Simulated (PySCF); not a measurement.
# CH6BOP: the cost of one run

Programs: PySCF 2.14.0, with density-fitted response routines of our own. Each step states its level of theory. These are calculated values for one molecule in the gas phase, unless marked as measured. Atoms count from 0, in the outputs and in this text.

**1. The molecule as given**

10 atoms, charge 0, multiplicity 1; geometry from: PBE0-D3(BJ)/def2-SVP.

Bonds of the start (Å): C0–O1 1.41, O1–B2 1.34, B2–P3 1.93, C0–H4 1.10, C0–H5 1.10, C0–H6 1.10, B2–H7 1.21, P3–H8 1.43, P3–H9 1.42.

**2. Shielding tensors: HF/pcSseg-2**

Job settings and geometry (Å):

```
{"job": {"kind": "nmr", "xc": "HF", "basis": "pcSseg-2", "pop": false}, "charge": 0, "multiplicity": 1}
C     -1.411184     0.322335     0.239386
O     -0.851848    -0.821659    -0.355909
B      0.467401    -1.009297    -0.528460
P      1.823803     0.203223     0.109671
H     -0.853986     0.626057     1.142135
H     -1.422702     1.167221    -0.468557
H     -2.446747     0.092334     0.525890
H      0.800525    -2.062519    -1.023564
H      1.276763     1.439197    -0.345456
H      2.727363     0.019996    -0.973989
```

With the program's defaults for keys left out, this is: GIAO HF/pcSseg-2 NMR shielding, non-relativistic, gas phase.

Command:

```
$ OMP_NUM_THREADS=1 python probes_run.py task.json out
```

One launch serves the whole session: the jobs run in the order shown.

**Question.** How long does this first job take on 1 thread of Arm Neoverse V1, shared host, and how much memory does it need?

About 9.5 s, with a peak of 0.89 GiB.
